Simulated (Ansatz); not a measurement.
**Si2Ni: lattice vibrations**

Aim: phonons by finite displacements on a 2×2×2 mesh of wavevectors, at three volumes, and the mode Grüneisen parameters. Runs: cell and atoms relaxed (PAW); reference run (PAW); volume scaled by 0.970 (PAW); volume scaled by 1.030 (PAW); mode Grüneisen parameters (PAW).

Computed with Ansatz 0.2.0 (DFT LDA, frozen-core PAW, scalar-relativistic unless said, unless a step's input says otherwise).

1 further run of the same task is left out (it didn't finish).

### Step 1. Starting point

It takes space group Fm-3m (No. 225, cubic). Conventional cell: a = 5.406 Å, b = 5.406 Å, c = 5.406 Å, α = 90.00°, β = 90.00°, γ = 90.00°. Si (site symmetry -43m) is surrounded by 4 Ni at 2.34 Å. Around Ni (site symmetry m-3m) lie 8 Si at 2.34 Å.

As a file:

```
Si Ni
1.0
     0.00000    2.70300    2.70300
     2.70300    0.00000    2.70300
     2.70300    2.70300    0.00000
Si Ni
2 1
Direct
  0.25000 0.25000 0.25000
  0.75000 0.75000 0.75000
  0.00000 0.00000 0.00000
```

Cartesian axes are those of the input's lattice vectors. The structure goes back to a database entry.

### Step 2. Cell and atoms relaxed, PAW

input.yaml

```yaml
crystal:
  lattice:
    - [0.0, 2.703, 2.703]
    - [2.703, 0.0, 2.703]
    - [2.703, 2.703, 0.0]
  atoms:
    - { symbol: Si, position: [0.25, 0.25, 0.25] }
    - { symbol: Si, position: [0.75, 0.75, 0.75] }
    - { symbol: Ni, position: [0.0, 0.0, 0.0] }
kpoints:
  mp_grid: { grid: [8, 8, 8] }
scf:
  occupations: { method: fermi_dirac, width: 0.1 }
hamiltonian:
  xc: lda
  pseudopotentials: { kind: paw }
relax:
  f_tol: 0.002
  max_steps: 80
  cell: {}
output:
  forces: true
  stress: true
```

Run with:

```sh
ansatz run input.yaml --threads 2 --pin off --max-ram 6144MiB --backend cpu --events-out ev --progress --plain --runs-dir out
```

### Step 3. Reference run, PAW

input.yaml

```yaml
crystal:
  lattice:
    - [0.0, 2.67440108784, 2.67440108784]
    - [2.67440108784, 0.0, 2.67440108784]
    - [2.67440108784, 2.67440108784, 0.0]
  atoms:
    - { symbol: Si, position: [0.25, 0.25, 0.25] }
    - { symbol: Si, position: [0.75, 0.75, 0.75] }
    - { symbol: Ni, position: [0.0, 0.0, 0.0] }
kpoints:
  mp_grid: { grid: [8, 8, 8] }
scf:
  occupations: { method: fermi_dirac, width: 0.1 }
hamiltonian:
  xc: lda
  pseudopotentials: { kind: paw }
phonons:
  qmesh: [2, 2, 2]
  qpath:
    path:
      - [0.0, 0.0, 0.0]
      - [0.5, 0.0, 0.5]
      - [0.625, 0.25, 0.625]
      - [0.375, 0.375, 0.75]
      - [0.0, 0.0, 0.0]
      - [0.5, 0.5, 0.5]
      - [0.5, 0.25, 0.75]
      - [0.5, 0.0, 0.5]
    npoints: 6
  temperatures: { t_min: 0, t_max: 1000, t_step: 100 }
```

### Step 4. Volume scaled by 0.970, PAW

input.yaml, as its differences from that of step 3:

```diff
@@ -2,5 +2,5 @@
   lattice:
-    - [0.0, 2.67440108784, 2.67440108784]
-    - [2.67440108784, 0.0, 2.67440108784]
-    - [2.67440108784, 2.67440108784, 0.0]
+    - [0.0, 2.64738508837, 2.64738508837]
+    - [2.64738508837, 0.0, 2.64738508837]
+    - [2.64738508837, 2.64738508837, 0.0]
   atoms:
```

### Step 5. Volume scaled by 1.030, PAW

input.yaml, as its differences from that of step 4:

```diff
@@ -2,5 +2,5 @@
   lattice:
-    - [0.0, 2.64738508837, 2.64738508837]
-    - [2.64738508837, 0.0, 2.64738508837]
-    - [2.64738508837, 2.64738508837, 0.0]
+    - [0.0, 2.70088202872, 2.70088202872]
+    - [2.70088202872, 0.0, 2.70088202872]
+    - [2.70088202872, 2.70088202872, 0.0]
   atoms:
```

(Steps that only read results are left out.)

Before running it: what results should come out? Wanted: highest mode on the mesh, without the LO shift; optical modes at Γ.

**Answer**, as computed:

| quantity | value |
| --- | --- |
| highest mode on the mesh, without the LO shift (PAW) | 427 cm⁻¹ |
| optical modes at Γ | 316 (T1u), 328 (T2g) cm⁻¹ |
| mean Grüneisen parameter at 300 K (PAW) | 1.74 |

**Reading.** No mode on the mesh is unstable; the highest lies at 427 cm⁻¹ by PAW. Weighted by heat capacity at 300 K the mean Grüneisen parameter of the sampled modes is 1.74, which points to expansion on heating. Each set of modes is computed in the harmonic approximation. Cautions: frozen-core PAW files fitted under PBE, their cores solved anew for the functional of the run; responses of metals move with mesh and smearing.
